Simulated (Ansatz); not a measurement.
**C6H10O2: a ladder of functionals and wavefunction methods**

Aim: compute C6H10O2 with functionals from several rungs and with coupled cluster. The yardstick is the atomisation energy at the CCSD(T) limit.

The runs use Ansatz 0.2.0, Gaussian basis; functionals in def2-TZVPP, the program's frozen cores in correlated methods.

The runs, in order: LDA (SPW92), PBE-D4, revPBE-D4, BLYP-D4, r2SCAN-D4, B97M-V, PBE0-D4, B3LYP-D4, r2SCANh-D4, r2SCAN0-D4, HSE06-D4, BHLYP-D4, CAM-B3LYP-D4, LC-ωPBE, ωB97X-V, ωB97M-V, B2PLYP, PBE-QIDH; CCSD(T)/def2-SVP; CCSD(T)/def2-TZVPP; MP2/def2-QZVPP; extrapolation to the limit; RPA on PBE.

## 1. Structure used throughout

All runs share one geometry, relaxed beforehand with PBE0-D4 in a triple-zeta def2 set.

SMILES `CC(=O)C(C)C(C)=O`, 18 atoms, charge 0, spin multiplicity 1.

Atoms are counted from 1 here; the program's logs count them from 0.

Bond lengths: C1–C2 1.502 Å, C1–H9 1.088 Å, C1–H10 1.095 Å, C1–H11 1.093 Å, C2–O3 1.206 Å, C2–C4 1.522 Å, C4–C5 1.524 Å, C4–C6 1.525 Å, C4–H12 1.098 Å, C5–H13 1.091 Å, C5–H14 1.092 Å, C5–H15 1.090 Å, C6–C7 1.502 Å, C6–O8 1.204 Å, C7–H16 1.093 Å, C7–H17 1.088 Å, C7–H18 1.093 Å. Angles: C2–C1–H9 110.3°, C2–C1–H10 108.8°, C2–C1–H11 111.2°, H9–C1–H10 109.3°, H9–C1–H11 110.4°, H10–C1–H11 106.8°, C1–C2–O3 122.2°, C1–C2–C4 116.6°, O3–C2–C4 121.2°, C2–C4–C5 109.0°, C2–C4–C6 111.8°, C2–C4–H12 108.1°, C5–C4–C6 111.8°, C5–C4–H12 109.4°, C6–C4–H12 106.7°, C4–C5–H13 110.1°, C4–C5–H14 111.3°, C4–C5–H15 110.0° and more.

## 2. LDA

This LDA is Slater exchange with PW92 correlation.

The input, in.yaml:

```yaml
crystal:
  periodic: [false, false, false]
  atoms:
    - {symbol: C, position_ang: [-2.043273, 1.031140, -0.075325]}
    - {symbol: C, position_ang: [-0.547811, 0.928897, -0.175752]}
    - {symbol: O, position_ang: [0.122059, 1.790959, -0.687103]}
    - {symbol: C, position_ang: [0.093221, -0.308555, 0.436711]}
    - {symbol: C, position_ang: [0.388503, -0.039520, 1.907647]}
    - {symbol: C, position_ang: [1.346468, -0.731091, -0.323358]}
    - {symbol: C, position_ang: [1.204312, -0.930002, -1.805621]}
    - {symbol: O, position_ang: [2.389536, -0.913457, 0.248628]}
    - {symbol: H, position_ang: [-2.372893, 2.032078, -0.347343]}
    - {symbol: H, position_ang: [-2.493029, 0.303884, -0.759303]}
    - {symbol: H, position_ang: [-2.389252, 0.776236, 0.929130]}
    - {symbol: H, position_ang: [-0.620576, -1.139361, 0.353955]}
    - {symbol: H, position_ang: [1.092347, 0.787855, 2.003867]}
    - {symbol: H, position_ang: [-0.522830, 0.206836, 2.456046]}
    - {symbol: H, position_ang: [0.844530, -0.917784, 2.363668]}
    - {symbol: H, position_ang: [1.215812, 0.051496, -2.286733]}
    - {symbol: H, position_ang: [2.038025, -1.521270, -2.179994]}
    - {symbol: H, position_ang: [0.254863, -1.408331, -2.059112]}
basis:
  gaussian: {orbitals: def2-TZVPP}
hamiltonian: {xc: lda}
output: {orbitals: {seedname: orbitals}}
```

On the command line:

```
ansatz run in.yaml --threads 2 --pin off --events-out ev --progress --plain --max-ram 20480MiB --backend cuda --devices 0, --max-vram 18GiB
```

After this run come: PBE-D4 (GGA); revPBE-D4 (GGA); BLYP-D4 (GGA); r2SCAN-D4 (meta-GGA); B97M-V (meta-GGA); PBE0-D4 (hybrid); B3LYP-D4 (hybrid); r2SCANh-D4 (hybrid); r2SCAN0-D4 (hybrid); HSE06-D4 (hybrid); BHLYP-D4 (hybrid); CAM-B3LYP-D4 (range-separated); LC-ωPBE (range-separated); ωB97X-V (range-separated); ωB97M-V (range-separated); B2PLYP (double hybrid); PBE-QIDH (double hybrid); CCSD(T) in def2-SVP; CCSD(T) in def2-TZVPP; MP2 in def2-QZVPP; RPA on PBE orbitals.

Before running them: what should the planned runs give, taken together? Wanted: atomisation energy, CCSD(T)/CBS; farthest beyond LDA; mean size of error, GGA; mean size of error, meta-GGA; mean size of error, hybrid; mean size of error, range-separated; mean size of error, double hybrid; gap, smallest and largest; T1 diagnostic.

**Answer**, as computed:

| quantity | value |
| --- | --- |
| atomisation energy, CCSD(T)/CBS | 7658.7 kJ/mol |
| functionals within 38.3 kJ/mol (0.5 %) | BLYP-D4, B97M-V, B3LYP-D4, r2SCANh-D4, LC-ωPBE, ωB97X-V, ωB97M-V, PBE-QIDH |
| farthest beyond LDA | BHLYP-D4 (-242.9 kJ/mol) |
| mean size of error, GGA | 99.9 kJ/mol |
| mean size of error, meta-GGA | 34.0 kJ/mol |
| mean size of error, hybrid | 83.1 kJ/mol |
| mean size of error, range-separated | 30.6 kJ/mol |
| mean size of error, double hybrid | 34.8 kJ/mol |
| gap, smallest and largest | 3.57 eV (LDA (SPW92)), 11.57 eV (LC-ωPBE) |
| T1 diagnostic | 0.0139 |
| triples share of the correlation energy | 4.2 % |

**Reading.** LDA overbinds by 1189.1 kJ/mol (16 %). PBE-D4 is off by +236.8 kJ/mol. Double hybrids carry the basis error of their MP2 part in triple zeta, and no dispersion term here, so their miss is partly the set-up's. The rungs range-separated, meta-GGA, double hybrid miss on average by less than the doubt on the reference (38.3 kJ/mol), so they tie. Misses under about 38.3 kJ/mol are within the doubt on the reference itself, which lacks core-valence correlation, relativity and higher excitations. Hartree-Fock recovers 73 % of the binding; the rest is correlation. CCSD(T) in def2-SVP is off by -285.6 kJ/mol, worse than the median functional, from the basis alone. Orbital gaps span 3.6 to 11.6 eV; exact exchange widens them.
